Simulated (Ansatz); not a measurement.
**Cs2NaInAs2: a short molecular-dynamics run**

What does Cs2NaInAs2 do over 60 steps of 0.5 fs at constant energy, with velocities drawn for 2000 K? The cell is a randomly packed cell of 12 atoms, taken as it stands, without a relaxation.

Method: DFT PBE, plane waves, PAW, scalar-relativistic, no spin polarisation, in Ansatz 0.2.0.

**1. The system as given**

The cell holds 12 atoms (As4Cs4In2Na2): a = 6.777 Å, b = 7.686 Å, c = 7.922 Å, α = 96.57°, β = 89.13°, γ = 76.56°.

As a file:

```xyz
12
Lattice="6.6690 1.2026 0.0729 0.4429 7.6479 -0.6191 0.0853 -0.2749 7.9173" Properties=species:S:1:pos:R:3 pbc="T T T"
Na    2.9377    5.3195    0.5790
Na    1.6310    5.3694    3.3417
As    1.9430    3.0650    1.8787
As    1.6881    5.4456    6.1137
As    6.0198    5.4834    0.0167
As    2.8361    7.8524    3.5064
In    3.9249    7.9735    1.1738
In    5.1980    2.7041    7.5243
Cs    5.3133    6.6573    5.1502
Cs    1.8371    1.1445    7.0647
Cs    6.5284    1.5041    2.2765
Cs    3.8645    3.0830    4.4800
```

**2. Dynamics**

Contents of input.yaml:

```yaml
crystal:
  lattice:
    - [6.668993, 1.202564, 0.07294]
    - [0.442884, 7.647943, -0.619082]
    - [0.085334, -0.27488, 7.917252]
  atoms:
    - { symbol: Na, position: [0.396642, 0.637461, 0.119325] }
    - { symbol: Na, position: [0.192747, 0.688806, 0.474163] }
    - { symbol: As, position: [0.263478, 0.368805, 0.263704] }
    - { symbol: As, position: [0.195336, 0.711005, 0.825996] }
    - { symbol: As, position: [0.86345, 0.582629, 0.039711] }
    - { symbol: As, position: [0.35292, 0.98982, 0.517024] }
    - { symbol: In, position: [0.521417, 0.968461, 0.219183] }
    - { symbol: In, position: [0.749126, 0.270453, 0.964615] }
    - { symbol: Cs, position: [0.735894, 0.780082, 0.704724] }
    - { symbol: Cs, position: [0.254509, 0.142011, 0.901077] }
    - { symbol: Cs, position: [0.971716, 0.054043, 0.282816] }
    - { symbol: Cs, position: [0.549521, 0.33781, 0.587206] }
kpoints:
  mp_grid: { grid: [2, 2, 2] }
magnetization:
  spin_polarized: false
scf:
  occupations: { method: cold, width: 0.15 }
hamiltonian:
  pseudopotentials: { kind: paw }
  xc: pbe
basis:
  ecutwfc: 420
md:
  timestep: 0.5
  n_steps: 60
  ensemble: nve
  temperature: 2000.0
  initial_velocities: maxwell_boltzmann
  seed: 367522
```

Run with:

```bash
$ ansatz run input.yaml --threads 2 --pin off --max-ram 2560MiB --backend cpu --events-out ev --progress --plain --runs-dir out
```

What does the calculation give? Wanted: temperature, first and last step; temperature, second half; potential energy, second half; largest change of the total energy; mean square displacement, second half.

The runs gave:

| quantity | value |
| --- | --- |
| length | 60 steps of 0.5 fs |
| temperature, first and last step | 2000 and 1476 K |
| temperature, second half | mean 1604 K, from 1476 to 1766 K |
| potential energy, second half | +47 meV/atom from the start |
| largest change of the total energy | 0.01 meV/atom |
| mean square displacement, second half | Na 0.069, As 0.032, Cs 0.018, In 0.016 Å² |

What this shows: The temperature starts at 2000 K and averages 1604 K in the second half, where it still falls, from 1766 to 1476 K. The total energy strays from its start by at most 0.01 meV/atom, under 0.1 % of the mean kinetic energy, which is good for a step of 0.5 fs. Over the second half Na atoms stand 0.3 Å (root mean square) from where they began, and the farthest move is 0.3 Å. A run of 30 fs with 12 atoms shows the motion but fixes no equilibrium value. The k-mesh is coarse.
